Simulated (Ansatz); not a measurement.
# BeSi (L10 type): the cost of one run

Method: DFT PBE, scalar-relativistic, in Ansatz 0.2.0.

**1. The system as given**

The structure is tetragonal, space group P4/mmm (No. 123). Conventional cell: a = 2.556 Å, b = 2.556 Å, c = 3.420 Å, α = 90.00°, β = 90.00°, γ = 90.00°. Be (site symmetry 4/mmm) has 8 Si at 2.49 Å and 4 Be at 2.56 Å as nearest neighbours. Si (site symmetry 4/mmm) is surrounded by 8 Be at 2.49 Å and 4 Si at 2.56 Å.

As a file:

```cif
data_structure
_symmetry_space_group_name_H-M 'P 1'
_symmetry_Int_Tables_number 1
_cell_length_a 2.5557
_cell_length_b 2.5557
_cell_length_c 3.4197
_cell_angle_alpha 90.000
_cell_angle_beta 90.000
_cell_angle_gamma 90.000
_cell_volume 22.34
loop_
_atom_site_label
_atom_site_type_symbol
_atom_site_fract_x
_atom_site_fract_y
_atom_site_fract_z
_atom_site_occupancy
Be1 Be 0.00000 0.00000 0.00000 1
Si1 Si 0.50000 0.50000 0.50000 1
```

Atoms are numbered in the order of the input: Be1, Si2.

**2. After the deformation**

Space group P4/mmm before, P4/mmm after.

**3. Full-potential LAPW**

Contents of input.yaml:

```yaml
crystal:
  lattice:
    - [2.5685518865, 0.0, 0.0]
    - [0.0, 2.5685518865, 0.0]
    - [0.0, 0.0, 3.3854858241]
  atoms:
    - { symbol: Be, position: [0.0, 0.0, 0.0] }
    - { symbol: Si, position: [0.5, 0.5, 0.5] }
kpoints:
  mp_grid: { grid: [14, 14, 11] }
scf:
  occupations: { method: fermi_dirac, width: 0.05 }
hamiltonian:
  xc: pbe
  pseudopotentials: { kind: all_electron, lapw: { basis_error: 0.001 } }
output:
  forces: true
  stress: true
  eigenvalues: true
```

Launch:

```sh
$ ansatz run input.yaml --threads 1 --pin off --max-ram 2048MiB --backend cpu --events-out ev --progress --plain --runs-dir out
```

What time and memory should one allow on 1 thread of AMD EPYC (Zen 3), shared host?

About 23 s, with a peak of 0.33 GiB.
